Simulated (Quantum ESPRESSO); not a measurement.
Wanted: the native input for a Quantum ESPRESSO 7.5 run.

```
Task                : relaxation of cell and atoms
Functional          : PBEsol
Potentials or basis : GBRV 1.5 PBEsol
Cutoff              : 707 eV
Density cutoff      : 5633 eV
k mesh              : 8 × 8 × 7
Occupations         : fermi-dirac, width 0.05 eV
Spin                : no spin polarisation
Target pressure     : 30 GPa
Mixing beta         : 0.5
Most SCF iterations : 120
SCF threshold       : 4e-10 Ry
Most ionic steps    : 40
Forc conv thr       : 0.0004 Ry/bohr
Etot conv thr       : 1e-05 Ry
Ion dynamics        : bfgs
Cell dynamics       : bfgs
Press conv thr      : 0.3 kbar
```

Crystal: NbTe.

```
CELL_PARAMETERS angstrom
3.70297 0.00000 0.00000
-1.85149 3.20687 0.00000
0.00000 0.00000 3.69421
ATOMIC_POSITIONS crystal
Te 0.66667 0.33333 0.00000
Nb 0.00000 0.00000 0.50000
```

The cell comes from a database or a generator and needn't be the stable form of this composition.

These files were run (other wordings do the same):

pw.in

```
&CONTROL
  calculation = 'vc-relax'
  prefix = 'pwscf'
  outdir = './tmp'
  pseudo_dir = './pseudo'
  tprnfor = .true.
  tstress = .true.
  disk_io = 'low'
  nstep = 40
  forc_conv_thr = 0.0004
  etot_conv_thr = 1d-05
/
&SYSTEM
  ibrav = 0
  A = 3.70297439
  nat = 2
  ntyp = 2
  ecutwfc = 52
  ecutrho = 414
  nbnd = 16
  occupations = 'smearing'
  smearing = 'fd'
  degauss = 0.00367493
/
&ELECTRONS
  conv_thr = 4d-10
  electron_maxstep = 120
  mixing_beta = 0.5
/
&IONS
  ion_dynamics = 'bfgs'
/
&CELL
  cell_dynamics = 'bfgs'
  press = 300
  press_conv_thr = 0.3
/
ATOMIC_SPECIES
Te   127.6000 te_pbesol_v1.uspp.F.UPF
Nb    92.9064 nb_pbesol_v1.uspp.F.UPF
CELL_PARAMETERS alat
   0.9999999991    0.0000000000    0.0000000000
  -0.4999999995    0.8660254030    0.0000000000
   0.0000000000    0.0000000000    0.9976334187
ATOMIC_POSITIONS alat
Te     0.4999999996    0.2886751343    0.0000000000
Nb     0.0000000000    0.0000000000    0.4988167093
K_POINTS automatic
8 8 7 0 0 0
```

Potentials or basis: GBRV 1.5 PBEsol.

The run is started by

```console
$ OMP_NUM_THREADS=1 mpirun -n 2 pw.x -nk 2 -in pw.in > pw.out
```

It gave:

```json
{
  "Relaxed volume": "17.96 Å³/atom",
  "Relaxed cell": "a = 3.386 Å, b = 3.386 Å, c = 3.619 Å, α = 90.00°, β = 90.00°, γ = 120.00°",
  "Space group after relaxing (to 0.05 Å)": "P-6m2 (No. 187)",
  "Energy change on relaxing (the enthalpy is what falls)": "+241.8 meV/atom",
  "Ionic steps": "8",
  "Pressure after relaxing": "29.9 GPa",
  "Band gap on the k mesh": "none (metal or under the smearing width)"
}
```

Caveat: the volume moved by over 15 % at a fixed basis, so the end points are rough.

It took 95 s on 2 MPI ranks on Arm Neoverse V1, with other jobs on the host, peak memory 0.32 GiB a rank.
